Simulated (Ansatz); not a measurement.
# CH5FO2Si: up Jacob's ladder to CCSD(T)

Aim: compute CH5FO2Si with functionals from several rungs and with coupled cluster. The yardstick is the atomisation energy at the CCSD(T) limit.

The runs use Ansatz 0.2.0, Gaussian basis; functionals in def2-TZVPP, the program's frozen cores in correlated methods.

The runs, in order: PBE-D4, r2SCAN-D4, PBE0-D4, B3LYP-D4, ωB97X-V, ωB97M-V, B2PLYP; CCSD(T)/def2-TZVPP; MP2/def2-QZVPP; extrapolation to the limit.

## Step 1: Structure used throughout

An earlier PBE0-D4 in a triple-zeta def2 set relaxation fixed the geometry.

SMILES `OC(O)(F)[SiH3]`, 10 atoms, charge 0, spin multiplicity 1.

Atoms are counted from 1 here; the program's logs count them from 0.

Bond lengths: O1–C2 1.373 Å, O1–H6 0.968 Å, C2–O3 1.392 Å, C2–F4 1.375 Å, C2–Si5 1.928 Å, O3–H7 0.963 Å, Si5–H8 1.482 Å, Si5–H9 1.482 Å, Si5–H10 1.487 Å. Angles: C2–O1–H6 107.7°, O1–C2–O3 111.9°, O1–C2–F4 109.4°, O1–C2–Si5 109.1°, O3–C2–F4 103.2°, O3–C2–Si5 113.8°, F4–C2–Si5 109.1°, C2–O3–H7 107.8°, C2–Si5–H8 107.7°, C2–Si5–H9 110.3°, C2–Si5–H10 107.2°, H8–Si5–H9 111.1°, H8–Si5–H10 110.0°, H9–Si5–H10 110.5°.

## Step 2: PBE-D4 (GGA)

Contents of in.yaml:

```yaml
crystal:
  periodic: [false, false, false]
  atoms:
    - {symbol: O, position_ang: [-0.027223, 1.388515, -0.800542]}
    - {symbol: C, position_ang: [-0.323732, 0.077314, -0.522432]}
    - {symbol: O, position_ang: [0.272070, -0.794307, -1.429821]}
    - {symbol: F, position_ang: [-1.667850, -0.138276, -0.715029]}
    - {symbol: Si, position_ang: [0.117696, -0.292140, 1.317699]}
    - {symbol: H, position_ang: [-0.237607, 1.547035, -1.732179]}
    - {symbol: H, position_ang: [1.223783, -0.656479, -1.387800]}
    - {symbol: H, position_ang: [-0.367878, -1.655935, 1.632736]}
    - {symbol: H, position_ang: [-0.505089, 0.715055, 2.208084]}
    - {symbol: H, position_ang: [1.599030, -0.241882, 1.432184]}
basis:
  gaussian: {orbitals: def2-TZVPP}
hamiltonian: {xc: pbe, dispersion: d4}
output: {forces: true, orbitals: {seedname: orbitals}}
```

The run is started by

```console
$ ansatz run in.yaml --threads 4 --pin off --events-out ev --progress --plain --max-ram 10444MiB
```

Further steps of the session: r2SCAN-D4 (meta-GGA); PBE0-D4 (hybrid); B3LYP-D4 (hybrid); ωB97X-V (range-separated); ωB97M-V (range-separated); B2PLYP (double hybrid); CCSD(T) in def2-TZVPP; MP2 in def2-QZVPP.

Q: Predict the results of all the runs planned. Wanted: atomisation energy, CCSD(T)/CBS; farthest; mean size of error, hybrid; mean size of error, range-separated; gap, smallest and largest; T1 diagnostic; triples share of the correlation energy.

As calculated:

| quantity | value |
| --- | --- |
| atomisation energy, CCSD(T)/CBS | 3537.8 kJ/mol |
| functionals within 17.7 kJ/mol (0.5 %) | r2SCAN-D4, ωB97X-V, ωB97M-V |
| farthest | PBE-D4 (+70.2 kJ/mol) |
| mean size of error, hybrid | 28.6 kJ/mol |
| mean size of error, range-separated | 6.6 kJ/mol |
| gap, smallest and largest | 6.42 eV (PBE-D4), 13.15 eV (ωB97X-V) |
| T1 diagnostic | 0.0125 |
| triples share of the correlation energy | 3.4 % |

**Reading.** PBE-D4 misses by +70.2 kJ/mol. Double hybrids carry the basis error of their MP2 part in triple zeta, and no dispersion term here, so their miss is partly the set-up's. Misses under about 17.7 kJ/mol are within the doubt on the reference itself, which lacks core-valence correlation, relativity and higher excitations. Hartree-Fock recovers 68 % of the binding; the rest is correlation. Orbital gaps span 6.4 to 13.1 eV; exact exchange widens them.
